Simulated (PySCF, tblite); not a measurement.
# C₅H₆BN− (doublet): geometry, infrared bands and EPR parameters

Wanted: the infrared bands and EPR parameters of C₅H₆BN− (doublet) (`[BH2-]c1ccccn1`), by calculation.

The runs use tblite 0.8.0 and PySCF 2.14.0, with density-fitted response routines of our own; the level of theory stands in each step. All values are computed, except where a source is named. Atoms are numbered from 0 throughout.

## (1) Starting geometry

13 atoms, charge -1, multiplicity 2; geometry from: force field or distance geometry start.

Bonds of the start (Å): B0–C1 1.59, C1–C2 1.39, C2–C3 1.41, C3–C4 1.41, C4–C5 1.39, C5–N6 1.37, N6–C1 1.36, B0–H7 1.19, B0–H8 1.19, C2–H9 1.08, C3–H10 1.07, C4–H11 1.08, C5–H12 1.08.

## (2) Optimising the geometry with GFN2-xTB

The job: settings as JSON, then the geometry in Å.

```
{"job": {"kind": "relax", "xc": "GFN2-xTB", "basis": "xTB"}, "charge": -1, "multiplicity": 2}
B      2.424200    -0.671200     0.091000
C      0.864700    -0.381400     0.038300
C      0.391600     0.916200    -0.096900
C     -0.998400     1.140300    -0.143700
C     -1.872400     0.047700    -0.015200
C     -1.353100    -1.238300     0.121300
N     -0.000500    -1.422800     0.152000
H      2.928500    -0.303200    -0.920300
H      2.911400    -0.097000     1.014400
H      1.055000     1.760200    -0.183300
H     -1.392000     2.133600    -0.250800
H     -2.945800     0.201800    -0.046900
H     -2.017500    -2.085400     0.222400
```

Started as:

```sh
$ OMP_NUM_THREADS=1 python probes_run.py task.json out
```

One launch serves the whole session: the jobs run in the order shown.

**Question.** This job is followed by: GFN2-xTB harmonic vibrations, gas phase; UKS B3LYP, pcH-1 on B C H N, non-relativistic, mean-field spin-orbit, GIAO. What will the session give for the following? strongest single infrared mode (GFN2-xTB); zero-point energy (GFN2-xTB); g(iso) (B3LYP); ⟨S²⟩; largest a(iso) (averaged by class).

**Answer**, as computed:

| quantity | value |
| --- | --- |
| strongest single infrared mode (GFN2-xTB) | 2454 cm⁻¹, 532 km/mol |
| zero-point energy (GFN2-xTB) | 58.0 kcal/mol |
| g(iso) (B3LYP) | 2.00273 |
| ⟨S²⟩ | 0.761 (exact 0.75) |
| largest a(iso) (averaged by class) | 1H on H7, H8, -27.3 MHz |

**Reading.** Over 55 steps the energy fell by 1.401 eV; of the close pairs, B0–C1 changed most, 1.587 to 1.502 Å. No mode is imaginary among the 33: a minimum at this level. The strongest single mode, at 2454 cm⁻¹, moves mainly H8. GFN2-xTB is a fitted tight-binding method: band positions and strengths are rough. Its intensities can rank the bands wrongly. The largest share of the spin, 0.58 e, sits on B0. The isotropic g lies 0.4 ppt above the free-electron value. The records flag this anion as possibly unbound in the gas phase, so the basis may hold the extra electron. The conformer search found further structures of the same energy, which may be mirror or relabelled copies of this one.
